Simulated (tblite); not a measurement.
# C7H15Ga: the cost of one run

Programs: tblite 0.8.0 and PySCF 2.14.0, with density-fitted response routines of our own. Each step states its level of theory. These are calculated values for one molecule in the gas phase, unless marked as measured. Atoms are numbered from 0 throughout.

## Step 1: The molecule as given

23 atoms, charge 0, multiplicity 1; geometry from: force field or distance geometry start.

Bonds of the start (Å): C0–C1 1.50, C1–C2 1.55, C1–C3 1.48, C3–C4 1.50, C4–Ga5 2.08, C4–C6 1.53, C6–C7 1.50, C7–C4 1.50, C0–H8 1.12, C0–H9 1.11, C0–H10 1.11, C1–H11 1.11, C2–H12 1.10, C2–H13 1.11, C2–H14 1.09, C3–H15 1.14, C3–H16 1.11, Ga5–H17 1.39, Ga5–H18 1.68, C6–H19 1.10, C6–H20 1.12, C7–H21 1.09, C7–H22 1.11.

## Step 2: Relaxing the molecule with GFN2-xTB

The job: settings as JSON, then the geometry in Å.

```
{"job": {"kind": "relax", "xc": "GFN2-xTB", "basis": "xTB"}, "charge": 0, "multiplicity": 1}
C      1.440300     1.334100    -0.397500
C      1.395400    -0.165900    -0.346800
C      2.670600    -0.702300     0.349100
C      0.237100    -0.587700     0.478500
C     -1.115000    -0.161000    -0.005500
Ga    -1.714000     1.815800    -0.279700
C     -1.939300    -1.349100    -0.502500
C     -2.282100    -0.670700     0.792500
H      0.903500     1.737500    -1.288400
H      2.506500     1.625400    -0.407000
H      0.980000     1.824800     0.484500
H      1.353200    -0.577400    -1.376100
H      2.823700    -1.740100     0.019400
H      2.548900    -0.716600     1.453400
H      3.487900    -0.069600    -0.004100
H      0.316200    -0.176100     1.541100
H      0.231000    -1.692000     0.628400
H     -1.304000     3.141400    -0.361100
H     -3.321200     1.879800    -0.763600
H     -1.408500    -2.308100    -0.541800
H     -2.558700    -1.114400    -1.408700
H     -3.258900    -0.180300     0.793300
H     -1.997600    -1.120500     1.766500
```

Started as:

```bash
OMP_NUM_THREADS=1 python probes_run.py task.json out
```

The driver reads the jobs from task.json and runs them one after another.

**Question.** How long does this first job take on 1 thread of Arm Neoverse V1, shared host, and how much memory does it need?

About 1.3 s, with a peak of 0.18 GiB.
